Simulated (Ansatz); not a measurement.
# H3NS2Si: shift of H7 from Si2 to S3, part 1 of 2

Aim: the minimum-energy path and barrier of the shift of H7 from Si2 to S3. The ends are relaxed first, then joined by a nudged elastic band. SMILES of the start: N[SiH]1SS1.

Method: UKS PBE-D4/def2-SVP, in Ansatz 0.2.0.

## Step 1: Starting point

Bond lengths: N1–Si2 1.619 Å, Si2–S3 2.135 Å, Si2–S4 2.073 Å, S3–S4 2.003 Å, N1–H5 1.017 Å, N1–H6 1.025 Å, Si2–H7 1.505 Å. Angles: N1–Si2–S3 102.9°, N1–Si2–S4 115.2°, N1–Si2–H7 120.6°, S3–Si2–S4 56.8°, S3–Si2–H7 107.2°, S4–Si2–H7 124.2°, Si2–N1–H5 112.0°, Si2–N1–H6 111.9°, H5–N1–H6 102.4°, Si2–S3–S4 60.0°, Si2–S4–S3 63.1°.

As a file:

```xyz
7

N    -0.7471    0.8391   -0.4630
Si    0.5155   -0.1736   -0.4672
S     0.5937   -0.8474    1.5571
S     0.0874   -2.1220    0.0969
H    -0.6624    1.5513    0.2579
H    -1.6173    0.3643   -0.2018
H     1.8914    0.3204   -0.8257
```

## Step 2: End point A

File input.yaml:

```yaml
crystal:
  periodic: [false, false, false]
  atoms:
    - { symbol: "N", position_ang: [-0.7471, 0.8391, -0.463] }
    - { symbol: Si, position_ang: [0.5155, -0.1736, -0.4672] }
    - { symbol: S, position_ang: [0.5937, -0.8474, 1.5571] }
    - { symbol: S, position_ang: [0.0874, -2.122, 0.0969] }
    - { symbol: H, position_ang: [-0.6624, 1.5513, 0.2579] }
    - { symbol: H, position_ang: [-1.6173, 0.3643, -0.2018] }
    - { symbol: H, position_ang: [1.8914, 0.3204, -0.8257] }
magnetization:
  spin_polarized: true
basis:
  gaussian: { orbitals: def2-SVP }
hamiltonian:
  xc: pbe
  dispersion: d4
relax:
  f_tol: 0.02
  max_steps: 50
```

Started as:

```bash
ansatz run input.yaml --threads 2 --pin off --max-ram 3072MiB --backend cpu --events-out ev --progress --plain --runs-dir out
```

Standard output, shortened:

```text
Warning: RAYON_NUM_THREADS=2 ignored (pool sized by the plan → 2); use --threads N
[...]
Functional definition: PBE
[...]
952 factors; their error is unknown
[...]
mean field -31061.95364705 eV, -1141.5057419808 hartree, gradient 3.7e-5 eV, S^2 0.000000; 0 other end points of the search recorded, 0 dependent functions left out
[...]
reference -31061.95367453 eV, -1141.5057429906 hartree; 28, 28 occupied and 55, 55 virtual orbitals, 952 factors
relax step   1: F+E_penalty+E_count = -31062.17778481 eV  Δ(F+E_penalty+E_count) = +0.000e0 eV  max|allowed force component| = 3.406e0 eV/Å  Δτ_max = 0.0000 Å  (30 SCF iters, accepted)
[...]
relax step   3: F+E_penalty+E_count = -31063.28859269 eV  Δ(F+E_penalty+E_count) = -2.362e-1 eV  max|allowed force component| = 6.024e-1 eV/Å  Δτ_max = 0.1939 Å  (35 SCF iters, accepted)
[...]
relax step   5: F+E_penalty+E_count = -31063.37578261 eV  Δ(F+E_penalty+E_count) = -2.515e-2 eV  max|allowed force component| = 6.587e-1 eV/Å  Δτ_max = 0.1860 Å  (31 SCF iters, accepted)
[...]
relax step   7: F+E_penalty+E_count = -31063.39363081 eV  Δ(F+E_penalty+E_count) = -1.038e-3 eV  max|allowed force component| = 5.538e-1 eV/Å  Δτ_max = 0.2000 Å  (30 SCF iters, accepted)
[...]
relax step   8: F+E_penalty+E_count = -31063.41042827 eV  Δ(F+E_penalty+E_count) = -1.680e-2 eV  max|allowed force component| = 5.943e-2 eV/Å  Δτ_max = 0.0841 Å  (29 SCF iters, accepted)
[...]
relax step   9: F+E_penalty+E_count = -31063.41060296 eV  Δ(F+E_penalty+E_count) = -1.747e-4 eV  max|allowed force component| = 1.869e-2 eV/Å  Δτ_max = 0.0152 Å  (31 SCF iters, accepted)
952 factors; their error is unknown
[...]
mean field -31063.19952507 eV, -1141.5515271534 hartree, gradient 1.1e-5 eV, S^2 0.000000; 1 other end points of the search recorded, 0 dependent functions left out
[...]
reference -31063.19955308 eV, -1141.5515281828 hartree; 28, 28 occupied and 55, 55 virtual orbitals, 952 factors
Total energy: -31063.41063097 eV, -1141.5592851522 hartree
Atom 0 at    -0.821015     0.830902    -0.340869 Å, force    -0.000244    -0.008652     0.004004 eV/Å
Atom 1 at     0.524223    -0.194323    -0.066731 Å, force    -0.003522    -0.013625     0.002974 eV/Å
Atom 2 at     0.841219    -1.277783     1.748153 Å, force    -0.001312     0.000582     0.000368 eV/Å
Atom 3 at     0.241474    -2.296642    -0.155504 Å, force     0.003018     0.003897     0.000926 eV/Å
Atom 4 at    -0.694062     1.821022    -0.555085 Å, force    -0.001515     0.018690    -0.002359 eV/Å
Atom 5 at    -1.748264     0.617589     0.032120 Å, force     0.008924    -0.002534    -0.003515 eV/Å
Atom 6 at     1.717626     0.431336    -0.707883 Å, force    -0.005349     0.001642    -0.002397 eV/Å
Dipole moment:    -0.257895     0.682256    -0.203948 e Å
```

It took 10 s on 2 threads of Intel Xeon 6975P-C (Granite Rapids), shared host; peak memory 0.18 GiB.

Relaxation path:

```csv
step,energy from step 1 (eV),largest force component (eV/Å)
1,0.0000,3.4056
2,-0.8746,1.5572
3,-1.1108,0.6024
4,-1.1728,0.6173
5,-1.1980,0.6587
6,-1.2148,0.3920
7,-1.2158,0.5538
8,-1.2326,0.0594
9,-1.2328,0.0187
```

Step 1 is the start.

After: Bond lengths: N1–Si2 1.713 Å, Si2–S3 2.137 Å, Si2–S4 2.123 Å, S3–S4 2.241 Å, N1–H5 1.021 Å, N1–H6 1.022 Å, Si2–H7 1.492 Å. Angles: N1–Si2–S3 123.8°, N1–Si2–S4 118.8°, N1–Si2–H7 108.0°, S3–Si2–S4 63.5°, S3–Si2–H7 117.3°, S4–Si2–H7 120.2°, Si2–N1–H5 121.1°, Si2–N1–H6 121.9°, H5–N1–H6 113.1°, Si2–S3–S4 58.0°, Si2–S4–S3 58.6°.

## Step 3: Relaxing end B

The second end starts from a geometry with the move made by hand.

input.yaml, as its differences from that of step 2:

```diff
@@ -9,3 +9,3 @@
     - { symbol: H, position_ang: [-1.6173, 0.3643, -0.2018] }
-    - { symbol: H, position_ang: [1.8914, 0.3204, -0.8257] }
+    - { symbol: H, position_ang: [1.27402, -0.17398, 2.55111] }
 magnetization:
```

Started as:

```bash
ansatz run input.yaml --threads 2 --pin off --max-ram 3072MiB --backend cpu --events-out ev --progress --plain --runs-dir out
```

Standard output, shortened:

```text
Warning: RAYON_NUM_THREADS=2 ignored (pool sized by the plan → 2); use --threads N
[...]
[... 1 set-up line as earlier in the session ...]
[...]
952 factors; their error is unknown
[...]
mean field -31058.69406752 eV, -1141.3859546424 hartree, gradient 3.8e-5 eV, S^2 0.415508; 9 other end points of the search recorded, 0 dependent functions left out
[...]
reference -31058.69409678 eV, -1141.3859557179 hartree; 28, 28 occupied and 55, 55 virtual orbitals, 952 factors
relax step   1: F+E_penalty+E_count = -31058.93255766 eV  Δ(F+E_penalty+E_count) = +0.000e0 eV  max|allowed force component| = 4.493e0 eV/Å  Δτ_max = 0.0000 Å  (185 SCF iters, accepted)
[...]
relax step   4: F+E_penalty+E_count = -31061.70980594 eV  Δ(F+E_penalty+E_count) = -5.860e-1 eV  max|allowed force component| = 1.523e0 eV/Å  Δτ_max = 0.1949 Å  (41 SCF iters, accepted)
[...]
mean field -31062.32899047 eV, -1141.5195355971 hartree, gradient 1.3e-5 eV, S^2 0.000000; 1 other end points of the search recorded, 0 dependent functions left out
[...]
reference -31062.32902122 eV, -1141.5195367269 hartree; 28, 28 occupied and 55, 55 virtual orbitals, 952 factors
Total energy: -31062.55500769 eV, -1141.5278415764 hartree
Atom 0 at    -0.931700     0.885596    -0.488295 Å, force     0.006884     0.009043    -0.002037 eV/Å
Atom 1 at     0.692527     0.342209    -0.192888 Å, force     0.005072     0.002923    -0.000107 eV/Å
Atom 2 at     0.536764    -0.937722     2.279015 Å, force    -0.001245     0.002149    -0.003111 eV/Å
Atom 3 at     0.196110    -1.801881     0.377715 Å, force    -0.006057    -0.005210     0.001767 eV/Å
Atom 4 at    -1.134007     1.872685    -0.677632 Å, force    -0.008153    -0.005989     0.002381 eV/Å
Atom 5 at    -1.782142     0.319990    -0.395864 Å, force     0.002371    -0.002445     0.000550 eV/Å
Atom 6 at     1.866268    -1.243158     2.428958 Å, force     0.001128    -0.000470     0.000557 eV/Å
Dipole moment:    -0.180683     0.264230     0.029637 e Å
```

Wall time 20 s (2 threads of Intel Xeon 6975P-C (Granite Rapids), shared host); peak memory 0.23 GiB.

The steps of the relaxation:

```csv
step,energy from step 1 (eV),largest force component (eV/Å)
1,0.0000,4.4927
2,-1.5513,2.7065
3,-2.1913,1.3459
4,-2.7772,1.5231
5,-3.1950,1.6268
6,-3.4372,0.5038
7,-3.5334,0.4504
8,-3.6050,0.2852
9,-3.6145,0.1509
10,-3.6203,0.2186
11,-3.6215,0.0814
12x,-3.6142,0.1356
13,-3.6223,0.0354
14,-3.6224,0.0090
```

Step 1 is the start. 1 step was tried and not accepted (marked x).

After: Bond lengths: N1–Si2 1.738 Å, Si2–S4 2.274 Å, S3–S4 2.116 Å, N1–H5 1.025 Å, N1–H6 1.026 Å, S3–H7 1.372 Å. Angles: N1–Si2–S4 97.7°, Si2–N1–H5 121.1°, Si2–N1–H6 126.0°, H5–N1–H6 112.6°, Si2–S4–S3 78.8°, S4–S3–H7 99.4°.

Pairs that crossed the distance rule for bonds on the way: moved apart Si2–S3.

## Step 4: The band

crystal.atoms is end A as relaxed above, and neb.final_atoms is end B, turned to lie on A. With 5 inner images the band has 7 in all. The start path is listed, through a guess of the saddle.

File input.yaml:

```yaml
crystal:
  periodic: [false, false, false]
  atoms:
    - { symbol: "N", position_ang: [-0.821015, 0.830902, -0.340869] }
    - { symbol: Si, position_ang: [0.524223, -0.194323, -0.066731] }
    - { symbol: S, position_ang: [0.841219, -1.277783, 1.748153] }
    - { symbol: S, position_ang: [0.241474, -2.296642, -0.155504] }
    - { symbol: H, position_ang: [-0.694062, 1.821022, -0.555085] }
    - { symbol: H, position_ang: [-1.748264, 0.617589, 0.03212] }
    - { symbol: H, position_ang: [1.717626, 0.431336, -0.707883] }
magnetization:
  spin_polarized: true
basis:
  gaussian: { orbitals: def2-SVP }
hamiltonian:
  xc: pbe
  dispersion: d4
neb:
  order_check: false
  images: 5
  f_tol: 0.05
  max_iterations: 60
  final_atoms:
    - { symbol: "N", position_ang: [-1.20917403, 0.96993985, -0.38851624] }
    - { symbol: Si, position_ang: [0.29700856, 0.36186069, -1.00682184] }
    - { symbol: S, position_ang: [1.49251486, -0.85035608, 1.20091119] }
    - { symbol: S, position_ang: [0.14351613, -1.74368826, -0.16287679] }
    - { symbol: H, position_ang: [-1.45826469, 1.96025946, -0.47985204] }
    - { symbol: H, position_ang: [-1.88274885, 0.44520675, 0.17951313] }
    - { symbol: H, position_ang: [2.67834903, -1.21112141, 0.61184359] }
  initial_path:
    images:
      - { positions_ang: [[-0.821015, 0.830902, -0.340869], [0.524223, -0.194323, -0.066731], [0.841219, -1.277783, 1.748153], [0.241474, -2.296642, -0.155504], [-0.694062, 1.821022, -0.555085], [-1.748264, 0.617589, 0.03212], [1.717626, 0.431336, -0.707883]] }
      - { positions_ang: [[-0.83558954, 0.82369383, -0.41289434], [0.45877819, -0.2160039, -0.3085787], [0.88985723, -1.0798156, 1.56325156], [0.18050508, -2.231053, -0.06266828], [-0.65044622, 1.74700655, -0.36727293], [-1.70760468, 0.55003194, 0.02297685], [1.72570094, 0.33824118, -0.48061316]] }
      - { positions_ang: [[-0.85016408, 0.81648566, -0.48491968], [0.39333339, -0.2376848, -0.5504264], [0.93849546, -0.88184821, 1.37835012], [0.11953615, -2.16546401, 0.03016744], [-0.60683043, 1.6729911, -0.17946085], [-1.66694536, 0.48247489, 0.01383369], [1.73377588, 0.24514637, -0.25334331]] }
      - { positions_ang: [[-0.86473862, 0.80927749, -0.55694503], [0.32788858, -0.2593657, -0.7922741], [0.98713369, -0.68388081, 1.19344868], [0.05856723, -2.09987501, 0.12300315], [-0.56321465, 1.59897564, 0.00835122], [-1.62628605, 0.41491783, 0.00469054], [1.74185082, 0.15205155, -0.02607347]] }
      - { positions_ang: [[-0.97955043, 0.86283161, -0.5008021], [0.31759524, -0.05229023, -0.86379001], [1.15559408, -0.73937257, 1.19593618], [0.08688353, -1.98114609, 0.02770984], [-0.86156466, 1.71940358, -0.1543832], [-1.71177365, 0.42501414, 0.06296474], [2.05401689, -0.30233944, 0.18656555]] }
      - { positions_ang: [[-1.09436223, 0.91638573, -0.44465917], [0.3073019, 0.15478523, -0.93530593], [1.32405447, -0.79486432, 1.19842369], [0.11519983, -1.86241718, -0.06758348], [-1.15991468, 1.83983152, -0.31711762], [-1.79726125, 0.43511044, 0.12123893], [2.36618296, -0.75673043, 0.39920457]] }
      - { positions_ang: [[-1.20917403, 0.96993985, -0.38851624], [0.29700856, 0.36186069, -1.00682184], [1.49251486, -0.85035608, 1.20091119], [0.14351613, -1.74368826, -0.16287679], [-1.45826469, 1.96025946, -0.47985204], [-1.88274885, 0.44520675, 0.17951313], [2.67834903, -1.21112141, 0.61184359]] }
```

Started as:

```bash
ansatz run input.yaml --threads 2 --pin off --max-ram 3072MiB --backend cpu --events-out ev --progress --plain --runs-dir out
```

Standard output, shortened:

```text
Warning: RAYON_NUM_THREADS=2 ignored (pool sized by the plan → 2); use --threads N
[...]
[... 1 set-up line as earlier in the session ...]
[...]
952 factors; their error is unknown
[...]
mean field -31063.19951242 eV, -1141.5515266885 hartree, gradient 2.6e-5 eV, S^2 0.000000; 0 other end points of the search recorded, 0 dependent functions left out
[...]
reference -31063.19954033 eV, -1141.5515277143 hartree; 28, 28 occupied and 55, 55 virtual orbitals, 952 factors
952 factors; their error is unknown
[...]
mean field -31062.32896677 eV, -1141.5195347259 hartree, gradient 2.2e-5 eV, S^2 0.000000; 0 other end points of the search recorded, 0 dependent functions left out
[...]
reference -31062.32899784 eV, -1141.5195358676 hartree; 28, 28 occupied and 55, 55 virtual orbitals, 952 factors
NEB end point (image 0): max|allowed force component| = 1.869e-2 eV/Å (the criterion of neb.relax_end_points is 1.000e-2)
[...]
NEB iter  14: max|band force component| = 4.867e-2 eV/Å  barrier→ = 1.5213 eV  barrier← = 0.6657 eV  CI = image 2  Δτ_max = 0.0000 Å  (293 SCF iters)
Total energy: -31061.88927504 eV, -1141.5033763530 hartree
Atom 0 at    -0.941091     0.888446    -0.390771 Å, force     0.005696     0.006756    -0.004750 eV/Å
Atom 1 at     0.423152    -0.114235    -0.695238 Å, force     0.002451    -0.009754     0.004257 eV/Å
Atom 2 at     1.334488    -1.166347     1.436260 Å, force    -0.000398     0.001502    -0.005386 eV/Å
Atom 3 at     0.112954    -2.134680    -0.002448 Å, force    -0.001710     0.000272    -0.000205 eV/Å
Atom 4 at    -0.929317     1.897275    -0.556802 Å, force    -0.005371    -0.000871     0.002057 eV/Å
Atom 5 at    -1.774446     0.566298     0.108628 Å, force    -0.001687    -0.000426     0.001710 eV/Å
Atom 6 at     1.835462    -0.004656     0.054573 Å, force     0.001019     0.002521     0.002317 eV/Å
Dipole moment:    -0.393113     0.600124    -0.217510 e Å
this run last wrote the band of iteration 14 to <dir>
```

Run time: 74 s. Hardware: 2 threads of Intel Xeon 6975P-C (Granite Rapids), shared host; peak memory 0.19 GiB.

## Step 5: The band, image by image

The 5 inner images lie between the fixed ends 0 and 6. Energy is taken from image 0, and the path length is the program's own coordinate along the band.

| image | path (Å) | energy (eV) | H7–Si2 (Å) | H7–S3 (Å) | band force (eV/Å) |
| --- | --- | --- | --- | --- | --- |
| 0 | 0.000 | 0.0000 | 1.49 | 3.12 | - |
| 1 | 0.681 | 0.6627 | 1.47 | 2.49 | 0.011 |
| 2* | 1.361 | 1.5213 | 1.60 | 1.87 | 0.009 |
| 3 | 1.866 | 1.2420 | 2.04 | 1.44 | 0.049 |
| 4 | 2.371 | 1.0799 | 2.50 | 1.38 | 0.013 |
| 5 | 2.876 | 0.9164 | 2.91 | 1.37 | 0.001 |
| 6 | 3.380 | 0.8556 | 3.28 | 1.37 | - |

The star marks the climbing image.

image, energy (eV) and a bar:
```
        0      0.000 
        1      0.663 #############
        2      1.521 ##############################
        3      1.242 ########################
        4      1.080 #####################
        5      0.916 ##################
        6      0.856 #################
```

The top of the band by iteration:

```csv
iteration,highest image above image 0 (eV),largest band force (eV/Å)
1,2.9487,5.147
3,1.6617,0.952
5,1.4273,0.665
7,1.5771,1.096
9,1.5246,0.173
11,1.5220,0.106
13,1.5214,0.062
14,1.5213,0.049
```

Positions of all images (Å):

```xyz
7
image=0 dE=0.0000
N    -0.821    0.831   -0.341
Si    0.524   -0.194   -0.067
S     0.841   -1.278    1.748
S     0.241   -2.297   -0.156
H    -0.694    1.821   -0.555
H    -1.748    0.618    0.032
H     1.718    0.431   -0.708
7
image=1 dE=0.6627
N    -0.893    0.872   -0.408
Si    0.466   -0.175   -0.281
S     1.136   -1.224    1.558
S     0.092   -2.227   -0.087
H    -0.861    1.883   -0.556
H    -1.758    0.573    0.055
H     1.879    0.231   -0.327
7
image=2 dE=1.5213
N    -0.941    0.888   -0.391
Si    0.423   -0.114   -0.695
S     1.334   -1.166    1.436
S     0.113   -2.135   -0.002
H    -0.929    1.897   -0.557
H    -1.774    0.566    0.109
H     1.835   -0.005    0.055
7
image=3 dE=1.2420
N    -1.001    0.873   -0.411
Si    0.368   -0.035   -0.935
S     1.447   -1.065    1.360
S     0.095   -2.040    0.023
H    -1.037    1.884   -0.572
H    -1.773    0.533    0.171
H     1.963   -0.217    0.318
7
image=4 dE=1.0799
N    -1.085    0.891   -0.405
Si    0.311    0.077   -1.016
S     1.399   -0.986    1.325
S     0.101   -1.961   -0.055
H    -1.169    1.905   -0.521
H    -1.788    0.503    0.231
H     2.292   -0.496    0.396
7
image=5 dE=0.9164
N    -1.152    0.918   -0.396
Si    0.297    0.203   -1.024
S     1.377   -0.865    1.237
S     0.118   -1.884   -0.129
H    -1.284    1.932   -0.468
H    -1.832    0.474    0.229
H     2.536   -0.847    0.506
7
image=6 dE=0.8556
N    -1.209    0.970   -0.389
Si    0.297    0.362   -1.007
S     1.493   -0.850    1.201
S     0.144   -1.744   -0.163
H    -1.458    1.960   -0.480
H    -1.883    0.445    0.180
H     2.678   -1.211    0.612
```

## Step 6: Frequencies at the highest image

The geometry is the highest inner image of the first converged band.

File input.yaml:

```yaml
crystal:
  periodic: [false, false, false]
  atoms:
    - { symbol: "N", position_ang: [-0.941091, 0.888446, -0.390771] }
    - { symbol: Si, position_ang: [0.423152, -0.114235, -0.695238] }
    - { symbol: S, position_ang: [1.334488, -1.166347, 1.43626] }
    - { symbol: S, position_ang: [0.112954, -2.13468, -0.002448] }
    - { symbol: H, position_ang: [-0.929317, 1.897275, -0.556802] }
    - { symbol: H, position_ang: [-1.774446, 0.566298, 0.108628] }
    - { symbol: H, position_ang: [1.835462, -0.004656, 0.054573] }
magnetization:
  spin_polarized: true
basis:
  gaussian: { orbitals: def2-SVP }
hamiltonian:
  xc: pbe
  dispersion: d4
phonons: {}
```

Started as:

```bash
ansatz run input.yaml --threads 2 --pin off --max-ram 3072MiB --backend cpu --events-out ev --progress --plain --runs-dir out
```

Standard output, shortened:

```text
Warning: RAYON_NUM_THREADS=2 ignored (pool sized by the plan → 2); use --threads N
[...]
[... 1 set-up line as earlier in the session ...]
[...]
952 factors; their error is unknown
[...]
mean field -31061.66955818 eV, -1141.4953019071 hartree, gradient 5.0e-5 eV, S^2 0.000000; 0 other end points of the search recorded, 0 dependent functions left out
[...]
reference -31061.66958680 eV, -1141.4953029589 hartree; 28, 28 occupied and 55, 55 virtual orbitals, 952 factors
[...]
952 factors; their error is unknown
mean field -31061.66938623 eV, -1141.4952955884 hartree, gradient 1.5e-6 eV, S^2 0.000000; 0 other end points of the search recorded, 0 dependent functions left out
[...]
reference -31061.66941487 eV, -1141.4952966406 hartree; 28, 28 occupied and 55, 55 virtual orbitals, 952 factors
[...]
952 factors; their error is unknown
[...]
reference -31061.66964212 eV, -1141.4953049919 hartree; 28, 28 occupied and 55, 55 virtual orbitals, 952 factors
[...]
952 factors; their error is unknown
[...]
mean field -31061.66954227 eV, -1141.4953013227 hartree, gradient 2.5e-6 eV, S^2 0.000000; 0 other end points of the search recorded, 0 dependent functions left out
[...]
reference -31061.66957090 eV, -1141.4953023746 hartree; 28, 28 occupied and 55, 55 virtual orbitals, 952 factors
[...]
952 factors; their error is unknown
mean field -31061.66953514 eV, -1141.4953010605 hartree, gradient 7.9e-7 eV, S^2 0.000000; 0 other end points of the search recorded, 0 dependent functions left out
[...]
reference -31061.66956376 eV, -1141.4953021122 hartree; 28, 28 occupied and 55, 55 virtual orbitals, 952 factors
[...]
952 factors; their error is unknown
mean field -31061.66947698 eV, -1141.4952989233 hartree, gradient 1.1e-6 eV, S^2 0.000000; 0 other end points of the search recorded, 0 dependent functions left out
[...]
```

## Step 7: The log goes on: vibrations at the highest image of the band

The log, continued, shortened:

```text
reference -31061.66950561 eV, -1141.4952999753 hartree; 28, 28 occupied and 55, 55 virtual orbitals, 952 factors
[...]
952 factors; their error is unknown
mean field -31061.66954063 eV, -1141.4953012622 hartree, gradient 1.8e-6 eV, S^2 0.000000; 0 other end points of the search recorded, 0 dependent functions left out
[...]
reference -31061.66956924 eV, -1141.4953023138 hartree; 28, 28 occupied and 55, 55 virtual orbitals, 952 factors
[...]
952 factors; their error is unknown
mean field -31061.66953088 eV, -1141.4953009040 hartree, gradient 2.4e-6 eV, S^2 0.000000; 0 other end points of the search recorded, 0 dependent functions left out
[...]
reference -31061.66955950 eV, -1141.4953019559 hartree; 28, 28 occupied and 55, 55 virtual orbitals, 952 factors
[...]
952 factors; their error is unknown
[...]
WARN: phonons: modes at or below zero, which the zero-point energy, F, S and C_V leave out: 1, the lowest at -677.57 cm⁻¹. A minimum has none, and a first-order saddle one
Total energy: -31061.88928702 eV, -1141.5033767931 hartree
Atom 0 at    -0.941091     0.888446    -0.390771 Å, force     0.005515     0.006864    -0.004708 eV/Å
Atom 1 at     0.423152    -0.114235    -0.695238 Å, force     0.002620    -0.009880     0.004208 eV/Å
Atom 2 at     1.334488    -1.166347     1.436260 Å, force    -0.000194     0.001637    -0.005094 eV/Å
Atom 3 at     0.112954    -2.134680    -0.002448 Å, force    -0.001913     0.000193    -0.000458 eV/Å
Atom 4 at    -0.929317     1.897275    -0.556802 Å, force    -0.005375    -0.000864     0.002051 eV/Å
Atom 5 at    -1.774446     0.566298     0.108628 Å, force    -0.001660    -0.000452     0.001712 eV/Å
Atom 6 at     1.835462    -0.004656     0.054573 Å, force     0.001007     0.002503     0.002289 eV/Å
Dipole moment:    -0.393114     0.600124    -0.217510 e Å
Vibrations: -677.57 137.19 213.59 272.02 317.12 361.11 447.19 535.46 689.57 779.72 860.16 1450.77 1731.55 3480.55 3596.01 cm⁻¹, zero-point energy 0.921948 eV
```

Wall time 25 s (2 threads of Intel Xeon 6975P-C (Granite Rapids), shared host); peak memory 0.18 GiB.

Of 15 modes, 1 is imaginary by more than 30 cm⁻¹ (678i cm⁻¹).

(Continued in part 2 of 2.)
